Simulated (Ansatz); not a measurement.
**C2H8AlFO: basis-set convergence**

The task here is to estimate one member of a computed series from the others.

Program: Ansatz 0.2.0, Gaussian basis. Level of theory: one geometry, several basis sets. These are calculated values, not measurements.

Plan: PBE0-D4/def2-SVP; ωB97M-V/def2-SVP; PBE0-D4/def2-QZVPP; ωB97M-V/def2-QZVPP; the functionals' def2-TZVPP values are taken from earlier runs.

### The geometry

The geometry comes from an earlier relaxation with PBE0-D4 in a triple-zeta def2 set; it is a stationary point, not always the lowest conformer.

SMILES `[CH3][Al-]([CH3])([OH2+])[F]`, 13 atoms, charge 0, spin multiplicity 1.

Atoms are counted from 1 here; the program's logs count them from 0.

Bond lengths: C1–Al2 1.951 Å, C1–H6 1.095 Å, C1–H7 1.094 Å, C1–H8 1.095 Å, Al2–C3 1.961 Å, Al2–O4 2.023 Å, Al2–F5 1.691 Å, C3–H9 1.095 Å, C3–H10 1.096 Å, C3–H11 1.095 Å, O4–H12 0.963 Å, O4–H13 0.968 Å. Angles: Al2–C1–H6 112.0°, Al2–C1–H7 112.1°, Al2–C1–H8 111.3°, H6–C1–H7 107.5°, H6–C1–H8 106.7°, H7–C1–H8 106.9°, C1–Al2–C3 122.5°, C1–Al2–O4 105.3°, C1–Al2–F5 115.6°, C3–Al2–O4 100.6°, C3–Al2–F5 115.6°, O4–Al2–F5 88.4°, Al2–C3–H9 113.1°, Al2–C3–H10 112.4°, Al2–C3–H11 110.8°, H9–C3–H10 107.7°, H9–C3–H11 106.3°, H10–C3–H11 106.0° and more.

Set-up of the first run:

Contents of in.yaml:

```yaml
crystal:
  periodic: [false, false, false]
  atoms:
    - {symbol: C, position_ang: [-1.725929, 0.218294, -0.875590]}
    - {symbol: Al, position_ang: [0.165670, 0.181650, -0.398764]}
    - {symbol: C, position_ang: [1.054974, -1.439487, 0.255733]}
    - {symbol: O, position_ang: [0.331169, 1.378405, 1.224386]}
    - {symbol: F, position_ang: [1.151600, 1.267846, -1.239799]}
    - {symbol: H, position_ang: [-2.350230, -0.255330, -0.110886]}
    - {symbol: H, position_ang: [-2.095292, 1.238585, -1.016636]}
    - {symbol: H, position_ang: [-1.911248, -0.319396, -1.811372]}
    - {symbol: H, position_ang: [2.086977, -1.263742, 0.578126]}
    - {symbol: H, position_ang: [0.518785, -1.902280, 1.092271]}
    - {symbol: H, position_ang: [1.103463, -2.200431, -0.530498]}
    - {symbol: H, position_ang: [0.798461, 0.970075, 1.961253]}
    - {symbol: H, position_ang: [0.891900, 2.091113, 0.886575]}
basis:
  gaussian: {orbitals: def2-SVP}
hamiltonian: {xc: pbe0, dispersion: d4}
output: {orbitals: {seedname: orbitals}}
```

Steps of the session up to this table: PBE0-D4 in def2-SVP; ωB97M-V in def2-SVP; PBE0-D4 in def2-QZVPP; ωB97M-V in def2-QZVPP.

One table of the session follows, with a row left open; its other results are not shown here.

It belongs to the step «Functionals by basis». 

```
functional       basis  HOMO (eV)
   PBE0-D4    def2-SVP          ?
   PBE0-D4  def2-TZVPP      -7.22
   PBE0-D4  def2-QZVPP      -7.25
   ωB97M-V    def2-SVP      -9.37
   ωB97M-V  def2-TZVPP      -9.47
   ωB97M-V  def2-QZVPP      -9.49
```

**Question.** Estimate the row for PBE0-D4, def2-SVP.

The run gave: HOMO (eV): -7.14. In the column «HOMO (eV)» it is the highest.
